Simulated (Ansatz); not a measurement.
**AlGe+ (singlet): wave-function methods side by side, cc-pVDZ**

An exercise on one series of results from a longer session: the logs are not shown, and one member is left open.

Program: Ansatz 0.2.0, Gaussian basis. Level of theory: cc-pVDZ, core rule «outside noble gas», up to 19 orbitals frozen. These are calculated values, not measurements.

Plan: UHF; CCSD(T) on RHF; CCSD(T) on UHF; BCCD(T) on RHF; CISD; CCSDT(Q) on RHF; CCSDT(Q) on UHF; CISDTQ; CCSDTQ on RHF; CASSCF and MRCISD+Q, 6 electrons in 8 orbitals; CASSCF and MRCISD+Q(relaxed), 6 electrons in 8 orbitals; CASSCF and NEVPT2, 6 electrons in 8 orbitals; Full CI.

5 further runs of the same task are left out: 2 that didn't finish, 3 set aside as unsound or not needed.

**The system**

The geometry is a PBE0/def2-TZVP stationary point (not a proven minimum). No spin-orbit coupling is included. The filled d shell of Ge may be among the frozen orbitals whatever the setting's name suggests; the logs give the count.

2 atoms, charge 1, spin multiplicity 1.

Atoms are counted from 1 here; the program's logs count them from 0.

No contacts short enough for the rule that draws bonds.

Set-up of the first run:

in.yaml reads:

```yaml
crystal:
  periodic: [false, false, false]
  atoms:
    - {symbol: Ge, position_ang: [0.000000, 0.000000, 0.000000]}
    - {symbol: Al, position_ang: [0.000000, 0.000000, 3.129900]}
basis:
  gaussian: {orbitals: cc-pVDZ}
total_charge: 1
magnetization: {spin_polarized: true, initial_magnetization: 0}
hamiltonian: {xc: hf}
output: {orbitals: {seedname: orbitals}}
```

Started as:

```bash
ansatz run in.yaml --threads 1 --pin off --events-out ev --progress --plain --max-ram 2393MiB
```

Among the steps run: UHF; CCSD(T) on RHF; CCSD(T) on UHF; BCCD(T) on RHF; CISD; CCSDT(Q) on RHF; CCSDT(Q) on UHF; CISDTQ; CCSDTQ on RHF; CASSCF and MRCISD+Q, 6 electrons in 8 orbitals; CASSCF and MRCISD+Q(relaxed), 6 electrons in 8 orbitals; CASSCF and NEVPT2, 6 electrons in 8 orbitals; Full CI.

One of the session's tables, all rows but one given; the rest of the session is left out.

| method | from FCI (kcal/mol) |
| --- | --- |
| RHF | +76.53 |
| RMP2 | ? |
| CISD | +8.22 |
| RCCSD | +2.76 |
| RCCSD(T) | +0.95 |
| BCCD(T) | +0.94 |
| RCCSDT | +0.35 |
| CISDTQ | +0.34 |
| RCCSDT(Q) | +0.12 |
| RCCSDTQ | +0.01 |
| CASSCF valence | +33.16 |
| NEVPT2 valence | +11.93 |
| MRCISD valence | +2.86 |
| MRCISD+Q valence | +1.41 |
| MRCISD+Q(relaxed) valence | -0.82 |
| FCI | 0 |

**Question.** Estimate the row for RMP2.

The run gave: from FCI (kcal/mol): +24.92. In the column «from FCI (kcal/mol)» it lies between NEVPT2 valence (+11.93) and CASSCF valence (+33.16).

Left out of the table: UHF, UMP2, UCCSD, UCCSD(T), UCCSDT, UCCSDT(Q) (another determinant or state than the rows shown).

Limits of these values: MRCISD+Q(relaxed) valence falls below full CI: the +Q correction isn't variational, and the cores differ from full CI's.
